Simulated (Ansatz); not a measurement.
**CH₄GeOS: one species, many methods**

One table from this session's results is given with a row withheld; the runs are named, their logs left out.

The runs use Ansatz 0.2.0, Gaussian basis; functionals in def2-TZVPP, the program's frozen cores in correlated methods.

Plan: LDA (SPW92), PBE-D4, revPBE-D4, BLYP-D4, r2SCAN-D4, B97M-V, PBE0-D4, B3LYP-D4, r2SCANh-D4, r2SCAN0-D4, HSE06-D4, BHLYP-D4, CAM-B3LYP-D4, LC-ωPBE, ωB97X-V, ωB97M-V, B2PLYP, PBE-QIDH; CCSD(T)/def2-SVP; CCSD(T)/def2-TZVPP; MP2/def2-QZVPP; extrapolation to the limit; RPA on PBE.

### The geometry

An earlier PBE0-D4 in a triple-zeta def2 set relaxation fixed the geometry.

SMILES `C[O][Ge][SH]`, 8 atoms, charge 0, spin multiplicity 1.

Atoms are counted from 1 here; the program's logs count them from 0.

Bond lengths: C1–O2 1.403 Å, C1–H5 1.096 Å, C1–H6 1.096 Å, C1–H7 1.093 Å, O2–Ge3 1.779 Å, Ge3–S4 2.268 Å, S4–H8 1.343 Å. Angles: O2–C1–H5 111.7°, O2–C1–H6 111.7°, O2–C1–H7 108.3°, H5–C1–H6 108.6°, H5–C1–H7 108.1°, H6–C1–H7 108.2°, C1–O2–Ge3 131.2°, O2–Ge3–S4 103.1°, Ge3–S4–H8 98.3°.

Set-up of the first run:

in.yaml

```yaml
crystal:
  periodic: [false, false, false]
  atoms:
    - {symbol: C, position_ang: [-0.220601, 0.983984, 0.061920]}
    - {symbol: O, position_ang: [-0.739067, 0.065547, 0.987148]}
    - {symbol: Ge, position_ang: [-0.528203, -1.695032, 1.136730]}
    - {symbol: S, position_ang: [0.847565, -2.197308, -0.594766]}
    - {symbol: H, position_ang: [0.874987, 1.011887, 0.087959]}
    - {symbol: H, position_ang: [-0.541110, 0.754431, -0.960992]}
    - {symbol: H, position_ang: [-0.592629, 1.978385, 0.320118]}
    - {symbol: H, position_ang: [0.991258, -0.959094, -1.093815]}
basis:
  gaussian: {orbitals: def2-TZVPP}
hamiltonian: {xc: lda}
output: {orbitals: {seedname: orbitals}}
```

Command:

```console
$ ansatz run in.yaml --threads 4 --pin off --events-out ev --progress --plain --max-ram 10444MiB
```

Steps of the session up to this table: LDA; PBE-D4 (GGA); revPBE-D4 (GGA); BLYP-D4 (GGA); r2SCAN-D4 (meta-GGA); B97M-V (meta-GGA); B3LYP-D4 (hybrid); r2SCANh-D4 (hybrid); r2SCAN0-D4 (hybrid); HSE06-D4 (hybrid); BHLYP-D4 (hybrid); CAM-B3LYP-D4 (range-separated); LC-ωPBE (range-separated); ωB97X-V (range-separated); ωB97M-V (range-separated); B2PLYP (double hybrid); PBE-QIDH (double hybrid).

One of the session's tables, all rows but one given; the rest of the session is left out.

It belongs to the step «Orbital energies across the functionals». 

```
  functional  HOMO (eV)  LUMO (eV)  gap (eV)
 LDA (SPW92)      -6.44      -2.87      3.57
      PBE-D4      -6.28      -2.66      3.62
   revPBE-D4      -6.22      -2.58      3.64
     BLYP-D4      -6.13      -2.54      3.58
   r2SCAN-D4      -6.55      -2.63      3.92
      B97M-V      -6.52      -2.54      3.99
     PBE0-D4      -7.34      -1.94      5.39
    B3LYP-D4      -7.14      -2.14      5.00
  r2SCANh-D4          ?          ?         ?
  r2SCAN0-D4      -7.52      -1.93      5.58
    HSE06-D4      -6.94      -2.32      4.63
    BHLYP-D4      -8.26      -1.12      7.14
CAM-B3LYP-D4      -8.58      -0.92      7.66
     LC-ωPBE      -9.84       0.15      9.99
     ωB97X-V      -9.52       0.07      9.60
     ωB97M-V      -9.40      -0.02      9.39
```

**Question.** Estimate the row for r2SCANh-D4.

Worked estimate for «HOMO (eV)». Against the share of exact exchange, r2SCAN-D4 (0, -6.55), r2SCAN0-D4 (0.25, -7.52) give a slope of -3.88 per unit share; at 0.1 the line stands at -6.94.

As computed: HOMO (eV): -6.94; LUMO (eV): -2.35; gap (eV): 4.58. In «HOMO (eV)» the line misses by 0.00.
